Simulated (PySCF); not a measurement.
# UCISD/STO-6G run of GeH3 (SMILES [GeH3])

Aim: the energy change on altering one bond length of GeH3 at UCISD/STO-6G, from 2 runs. Input form: a Python script.

The results are computed with PySCF 2.14.0.

12 further runs of the same task are left out: 2 that didn't finish, 10 set aside as unsound or not needed.

**1. The structure to begin with**

The species is GeH3 (4 atoms), meant as a doublet with charge 0. SMILES: `[GeH3]`. The shape is that of a PBE0-D4/def2-TZVP optimisation.

Bond lengths: Ge1–H2 1.539 Å, Ge1–H3 1.539 Å, Ge1–H4 1.539 Å. Angles: H2–Ge1–H3 111.1°, H2–Ge1–H4 111.1°, H3–Ge1–H4 111.1°.

**2. A single-point energy at UCISD/STO-6G**

File run.py:

```python
from pyscf import gto, scf, ci

mol = gto.M(
    atom='''
Ge   0.214600  -0.125900  -0.249400
H    1.055000   0.109600   1.018300
H   -0.882800  -1.175900  -0.000100
H   -0.386800   1.192200  -0.768800
''',
    verbose=3,
    max_memory=1860,
    basis='sto-6g',
    charge=0,
    spin=1,
)

hf = scf.UHF(mol)
hf.conv_tol = 1e-10
hf.kernel()
if not hf.converged:
    hf = hf.newton().run(hf.mo_coeff, hf.mo_occ)

cisd = ci.CISD(hf, frozen=9)
cisd.kernel()
energy = cisd.e_tot
print(f'total energy: {energy:.8f} hartree')
```

Run with:

```sh
$ OMP_NUM_THREADS=1 python run.py
```

Standard output:

```text
converged SCF energy = -2065.97587473069  <S^2> = 0.75408681  2S+1 = 2.0040826
E(UCISD) = -2066.027206355055  E_corr = -0.05133162436798445
total energy: -2066.02720636 hartree
```

Run time: 0.76 s. Hardware: 1 thread of Arm Neoverse V2, shared host; peak memory 0.1 GiB.

**3. The distorted shape, same level**

File input.py:

```python
from pyscf import gto, ci

mol = gto.M(
    atom=[
    ('Ge', (0.046524, -0.172999, -0.502934)),
    ('H', (1.055000, 0.109600, 1.018300)),
    ('H', (-1.050876, -1.222999, -0.253634)),
    ('H', (-0.554876, 1.145101, -1.022334)),
],
    verbose=3,
    spin=1,
    max_memory=1860,
    basis='sto-6g',
)

mf = mol.UHF()
mf.conv_tol = 1e-10
mf.kernel()
if not mf.converged:
    mf = mf.newton().run(mf.mo_coeff, mf.mo_occ)

cisd = ci.CISD(mf, frozen=9)
cisd.kernel()
e_final = cisd.e_tot
print(f'total energy: {e_final:.8f} hartree')
```

Run with:

```sh
$ OMP_NUM_THREADS=1 python input.py
```

Standard output:

```text
converged SCF energy = -2065.93084635688  <S^2> = 0.75501791  2S+1 = 2.0050116
E(UCISD) = -2065.991584078278  E_corr = -0.06073772139939945
total energy: -2065.99158408 hartree
```

It took 0.86 s on 1 thread of Arm Neoverse V2, shared host; peak memory 0.12 GiB.

**4. Results**

At UCISD/STO-6G, 9 core orbitals frozen:

```
                                                                   quantity           value
                                                  first shape: total energy  -2066.02721 Eh
                          first shape: dipole moment (Hartree–Fock density)          0.51 D
    first shape: HOMO energy (Hartree–Fock orbitals) (highest over α and β)        -6.68 eV
     first shape: LUMO energy (Hartree–Fock orbitals) (lowest over α and β)         5.54 eV
                   first shape: correlation energy (9 core orbitals frozen)       -51.3 mEh
                             first shape: ⟨S²⟩ of the reference determinant           0.754
                                              distorted shape: total energy  -2065.99158 Eh
                      distorted shape: dipole moment (Hartree–Fock density)          0.58 D
distorted shape: HOMO energy (Hartree–Fock orbitals) (highest over α and β)        -6.60 eV
 distorted shape: LUMO energy (Hartree–Fock orbitals) (lowest over α and β)         5.38 eV
               distorted shape: correlation energy (9 core orbitals frozen)       -60.7 mEh
                         distorted shape: ⟨S²⟩ of the reference determinant           0.755
         energy change with the Ge1–H2 bond stretched from 1.539 to 1.847 Å        0.969 eV
```

In words: With the Ge1–H2 bond stretched from 1.539 to 1.847 Å the energy rises by 0.97 eV (93.5 kJ/mol). The first shape isn't relaxed at this level, so the change isn't measured from a minimum. The minimal basis adds a large error of its own. Mulliken charges (distorted shape) of the mean-field density run from -0.13 on H3 to +0.40 on Ge1.
